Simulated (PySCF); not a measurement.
# C3H5BClP: the cost of one run

Computed with PySCF 2.14.0, with density-fitted response routines of our own, on a single molecule in the gas phase. Atoms count from 0, in the outputs and in this text.

**1. The molecule as given**

11 atoms, charge 0, multiplicity 1; geometry from: GFN2-xTB. The atoms were then displaced at random by about 0.01 Å, so the start is not that level's minimum.

Bonds of the start (Å): P0–B1 1.90, B1–C2 1.55, C2–C3 1.50, C3–C4 1.27, C4–Cl5 1.68, C4–C2 1.52, P0–H6 1.40, P0–H7 1.39, B1–H8 1.15, C2–H9 1.11, C3–H10 1.10.

**2. Relaxing the molecule at PBE0-D3(BJ)/def2-SVP**

The job: settings as JSON, then the geometry in Å.

```
{"job": {"xc": "PBE0", "basis": "def2-SVP", "d3": "d3bj", "grid": 1, "shake": 0.01, "kind": "geom"}, "charge": 0, "multiplicity": 1}
P      2.102320    -1.215710     0.672120
B      0.605090    -0.627210    -0.343090
C     -0.563250     0.138560     0.330960
C     -1.967290     0.030530    -0.177910
C     -1.397800     1.124500    -0.462190
Cl    -1.328420     2.663230    -1.124760
H      2.249890    -0.100900     1.500290
H      3.121750    -0.844350    -0.196780
H      0.518290    -0.941460    -1.443710
H     -0.454500     0.369120     1.414140
H     -2.847960    -0.622160    -0.184730
```

Started as:

```console
$ OMP_NUM_THREADS=1 python probes_run.py task.json out
```

The driver reads the jobs from task.json and runs them one after another.

Q: Estimate the wall time and peak memory of this first job on 1 thread of Arm Neoverse V1, shared host.

About 48 s, with a peak of 0.51 GiB.
